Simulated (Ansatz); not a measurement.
# CH6BFS: the cost of one run

Method: RHF/def2-SVP, in Ansatz 0.2.0.

### Step 1. Starting point

Bond lengths: B1–F3 1.320 Å, B1–C4 1.600 Å, C4–H5 1.110 Å, C4–H6 1.110 Å, C4–H7 1.110 Å, B1–S8 2.190 Å, S8–H9 1.400 Å, S8–H10 1.549 Å. Angles: F3–B1–C4 120.0°, F3–B1–S8 96.8°, C4–B1–S8 101.3°, B1–C4–H5 109.5°, B1–C4–H6 109.5°, B1–C4–H7 109.5°, H5–C4–H6 109.4°, H5–C4–H7 109.4°, H6–C4–H7 109.4°, B1–S8–H9 109.5°, B1–S8–H10 57.4°, H9–S8–H10 57.2°.

Structure file:

```xyz
10

B     0.0000    0.0000    0.0000
H     0.0000    0.0000    1.5400
F     1.1431    0.0000   -0.6600
C    -1.3856    0.0000   -0.8000
H    -1.9458   -0.9305   -0.5708
H    -1.9898    0.8797   -0.4946
H    -1.1839    0.0508   -1.8903
S     0.0982    2.0760    0.6906
H     0.6507    2.1151    1.9763
H     0.0413    0.8741    1.6662
```

### Step 2. Pulling towards end A

Springs on the bonds that form and break draw the guess towards this end; the thresholds are loose.

Contents of input.yaml:

```yaml
crystal:
  periodic: [false, false, false]
  atoms:
    - { symbol: B, position_ang: [0.0, 0.0, 0.0] }
    - { symbol: H, position_ang: [0.0, 0.0, 1.54] }
    - { symbol: F, position_ang: [1.1431, 0.0, -0.66] }
    - { symbol: C, position_ang: [-1.3856, 0.0, -0.8] }
    - { symbol: H, position_ang: [-1.9458, -0.9305, -0.5708] }
    - { symbol: H, position_ang: [-1.9898, 0.8797, -0.4946] }
    - { symbol: H, position_ang: [-1.1839, 0.0508, -1.8903] }
    - { symbol: S, position_ang: [0.0982, 2.076, 0.6906] }
    - { symbol: H, position_ang: [0.6507, 2.1151, 1.9763] }
    - { symbol: H, position_ang: [0.0413, 0.8741, 1.6662] }
basis:
  gaussian: { orbitals: def2-SVP }
hamiltonian:
  xc: hf
relax:
  f_tol: 0.15
  max_steps: 25
  restrain:
    - { distance: [0, 7], at: 3.09, k: 30.0 }
    - { distance: [9, 1], at: 1.86, k: 30.0 }
    - { distance: [0, 1], at: 1.19, k: 30.0 }
    - { distance: [9, 7], at: 1.4, k: 30.0 }
```

On the command line:

```
$ ansatz run input.yaml --threads 1 --pin off --max-ram 2048MiB --backend cpu --events-out ev --progress --plain --runs-dir out
```

**Question.** How long does this run take on 1 thread of Arm Neoverse V2, shared host, and how much memory does it need?

About 23 s, with a peak of 0.16 GiB.
